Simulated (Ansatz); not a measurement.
ScCu and its elements, a formation energy from the elements

Run with Ansatz 0.2.0 through its Python package.

`formation_sccu.py`
```python
"""Is ScCu bound against its elements, after relaxing cells and atoms."""

from collections import Counter
from dataclasses import dataclass
import logging
import sys

import ansatz
from ase import Atoms
import numpy as np
import pandas as pd

logging.basicConfig(stream=sys.stdout, format="%(name)s: %(message)s")
log = logging.getLogger("run")
log.setLevel(logging.INFO)


@dataclass(frozen=True)
class Options:
    functional: str = "lda"
    cutoff: int = 470
    kspacing: float = 0.26
    filling: str = "fermi_dirac"
    smearing_width: float = 0.1


opts = Options()


def compute(name, crystal):
    calc = (
        crystal.calculation()
        .functional(opts.functional)
        .basis(opts.cutoff, density_ratio=4)
        .accuracy("low")
        .mixing("anderson")
        .kpoints(spacing=opts.kspacing)
        .occupations(opts.filling, width=opts.smearing_width)
        .stress()
    )
    calc = calc.relax(force_tolerance=0.01, cell=True)
    return calc.run()


def counts(outcome):
    return Counter(site.symbol for site in outcome.lattice.sites)

def formation_energy(outcome, mu):
    n = counts(outcome)
    return (outcome.report["energy_sigma0_ev"] - sum(k * mu[element] for element, k in n.items())) / sum(n.values())


def volume_per_atom(outcome):
    return abs(np.linalg.det(outcome.lattice.cell_ang)) / len(outcome.lattice.sites)

phases = {}
atoms = Atoms(
    ["Sc", "Cu"],
    scaled_positions=[
        [0.5, 0.5, 0.5],
        [0.0, 0.0, 0.0],
    ],
    cell=[
        [3.256, 0.0, 0.0],
        [0.0, 3.256, 0.0],
        [0.0, 0.0, 3.256],
    ],
    pbc=True,
)
sccu = ansatz.Crystal.from_ase(atoms)
phases["ScCu"] = sccu
sc = (
    ansatz.Lattice.of([3.309, 0.0, 0.0], [-1.6545, 2.865678, 0.0], [0.0, 0.0, 5.2733])
    .atom("Sc", [1 / 3, 2 / 3, 0.25])
    .atom("Sc", [2 / 3, 1 / 3, 0.75])
)
phases["Sc"] = sc
atoms = Atoms(
    ["Cu"],
    scaled_positions=[
        [0.0, 0.0, 0.0],
    ],
    cell=[
        [0.0, 1.8075, 1.8075],
        [1.8075, 0.0, 1.8075],
        [1.8075, 1.8075, 0.0],
    ],
    pbc=True,
)
cu = ansatz.Crystal.from_ase(atoms)
phases["Cu"] = cu

done = {name: compute(name, crystal) for name, crystal in phases.items()}

# energy of one atom in its reference phase
references = {"Sc": "Sc", "Cu": "Cu"}
mu = {element: done[name].report["energy_sigma0_ev"] / len(done[name].lattice.sites) for element, name in references.items()}

target = done["ScCu"]
heat = formation_energy(target, mu)
rows = [(name, len(o.lattice.sites), volume_per_atom(o), formation_energy(o, mu)) for name, o in done.items()]
print(pd.DataFrame(rows, columns=["phase", "atoms", "V (A^3/atom)", "E_form (eV/atom)"]).round(4).to_string(index=False))
```

Output of `python formation_sccu.py`:
```text
phase  atoms  V (A^3/atom)  E_form (eV/atom)
 ScCu      2       15.8751            -0.282
   Sc      2       22.5982             0.000
   Cu      1       10.8883             0.000
```

Reading the output:
- The settings weren't tested for convergence.
- For the metals among these phases the mesh is modest: differences between phases can be off by up to 40 meV an atom.
- The cells come from databases of deposited and of computed structures, and not all need be stable phases.
- The compound is the structure given, not necessarily its lowest; energies are at zero temperature, with no correction for gases. A semilocal functional's error on such energies is often 0.05 to 0.1 eV an atom, and 0.1 to 0.3 eV against gases such as O2 or F2.
- Wall time of the script: 17 s on 1 thread of Arm Neoverse V2 (shared host), peak memory 0.44 GiB.

(Lines on the test bed's own set-up are left out of the output.)
